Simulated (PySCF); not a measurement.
# C6H6BCl: the cost of one run

Computed with PySCF 2.14.0, with density-fitted response routines of our own, on a single molecule, in the gas phase or a continuum. Atoms are numbered from 0 throughout.

## 1. The starting structure

14 atoms, charge 0, multiplicity 1; geometry from: GFN2-xTB.

Bonds of the start (Å): B0–C1 1.55, C1–C2 1.40, C2–C3 1.38, C3–C4 1.39, C4–Cl5 1.73, C4–C6 1.39, C6–C7 1.38, C7–C1 1.40, B0–H8 1.17, B0–H9 1.17, C2–H10 1.08, C3–H11 1.08, C6–H12 1.08, C7–H13 1.08.

## 2. Geometry optimisation at PBE0-D3(BJ)/def2-SVP

Job settings and geometry (Å):

```
{"job": {"xc": "PBE0", "basis": "def2-SVP", "d3": "d3bj", "grid": 1, "kind": "geom"}, "charge": 0, "multiplicity": 1}
B      2.459055     0.251114    -0.016438
C      0.921826     0.093759    -0.009673
C      0.309946    -1.165569    -0.095496
C     -1.062564    -1.316266    -0.087452
C     -1.866987    -0.190542     0.010147
Cl    -3.584717    -0.365305     0.019779
C     -1.304894     1.074463     0.098909
C      0.069774     1.203665     0.087549
H      3.143307    -0.692775    -0.096560
H      2.938936     1.313986     0.060105
H      0.930913    -2.046195    -0.170820
H     -1.514063    -2.294156    -0.154566
H     -1.942412     1.941664     0.176965
H      0.501203     2.191683     0.155384
```

Command:

```bash
> OMP_NUM_THREADS=1 python probes_run.py task.json out
```

The driver reads the jobs from task.json and runs them one after another.

Q: Estimate the wall time and peak memory of this first job on 1 thread of Arm Neoverse V1, shared host.

About 44 s, with a peak of 0.57 GiB.
